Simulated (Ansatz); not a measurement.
# LaAs2Rh2: the cost of one run

Computed with the Python package of Ansatz 0.2.0. Level of theory: DFT PBEsol, plane waves, PAW.

## (1) The structure

The structure is tetragonal, space group P4/nmm (No. 129). Conventional cell: a = 4.347 Å, b = 4.347 Å, c = 9.869 Å, α = 90.00°, β = 90.00°, γ = 90.00°. La (site symmetry 4mm) has 8 As at 3.26 to 3.29 Å and 9 Rh at 3.32 to 3.57 Å as nearest neighbours. As (site symmetry -4m2) has 4 Rh at 2.46 Å and 4 La at 3.26 Å as nearest neighbours. Around As (site symmetry 4mm) lie 5 Rh at 2.46 to 2.55 Å and 4 La at 3.29 Å. Rh (site symmetry -4m2) has 4 As at 2.55 Å as nearest neighbours. Around Rh (site symmetry 4mm) lie 5 As at 2.46 Å.

No structure file is read: the coordinates are typed or built in the script.

## (2) The script

File pdos.py:

```python
import ansatz as az
import matplotlib.pyplot as plt
import numpy as np

cell = (
    az.Lattice.from_parameters(4.346799, 4.346799, 9.868931, alpha=90, beta=90, gamma=90)
    .space_group(129, hermann_mauguin='P4/nmm', origin_choice=1)
    .atom('La', [0.0, 0.5, 0.25427])
    .atom('As', [0.0, 0.0, 0.5])
    .atom('As', [0.0, 0.5, 0.865658])
    .atom('Rh', [0.0, 0.0, 0.0])
    .atom('Rh', [0.0, 0.5, 0.616061])
)

calc = (
    cell.calculation()
    .functional('PBEsol')
    .basis(470)
    .kpoints(6, 6, 3)
    .occupations('fermi_dirac', width=0.15)
    .scf(extra_bands=26)
    .density_of_states(projected=True, method='smearing', broadening_width=0.15, energy_step=0.1)
)
session = calc.session()
planned = session.plan(threads=1)
res = planned.execute()
r = res.report

dos = res.density_of_states()
energy = np.asarray(dos.energies_ev) - dos.fermi_ev
curves = {}
for site in res.projected_density_of_states().sites:
    for shell in site.shells:
        weight = sum(np.sum(curve.g_bin_mean_per_ev, axis=0) for curve in shell.curves)
        name = f'{site.species} {shell.label}'
        curves[name] = curves.get(name, 0) + weight

window = (energy > -6) & (energy < 4)
fig, ax = plt.subplots(figsize=(5.5, 3.5))
for name, g in curves.items():
    if g[window].max() > 0.05:
        ax.plot(energy[window], g[window], label=name, lw=1)
        print(f'{name:8s} peak {g[window].max():7.3f} states/eV at {energy[window][g[window].argmax()]:6.2f} eV')
ax.set(xlabel='E - E_F (eV)', ylabel='states/eV')
ax.legend(fontsize=7)
fig.tight_layout()
fig.savefig('pdos.png', dpi=100)
```

## (3) The input behind the calls

The package turns the script's settings into the engine's input:

```yaml
crystal:
  lattice:
    a: 4.346799
    b: 4.346799
    c: 9.868931
    alpha: 90.0
    beta: 90.0
    gamma: 90.0
  space_group: 129
  setting:
    hermann_mauguin: P4/nmm
    origin_choice: 1
  atoms:
    - { symbol: La, position: [0.0, 0.5, 0.25427] }
    - { symbol: As, position: [0.0, 0.0, 0.5] }
    - { symbol: As, position: [0.0, 0.5, 0.865658] }
    - { symbol: Rh, position: [0.0, 0.0, 0.0] }
    - { symbol: Rh, position: [0.0, 0.5, 0.616061] }
basis:
  ecutwfc: 470.0
kpoints:
  mp_grid:
    grid: [6, 6, 3]
hamiltonian:
  xc: pbesol
scf:
  n_extra_bands: 26
  occupations:
    method: fermi_dirac
    width: 0.15
output:
  dos:
    de: 0.1
    method:
      smearing:
        sigma: 0.15
    projected: true
```

## (4) The run

Launch:

```
$ python pdos.py
```

What time and memory should one allow on 1 thread of Arm Neoverse V2, shared host?

About 26 s, with a peak of 0.77 GiB.
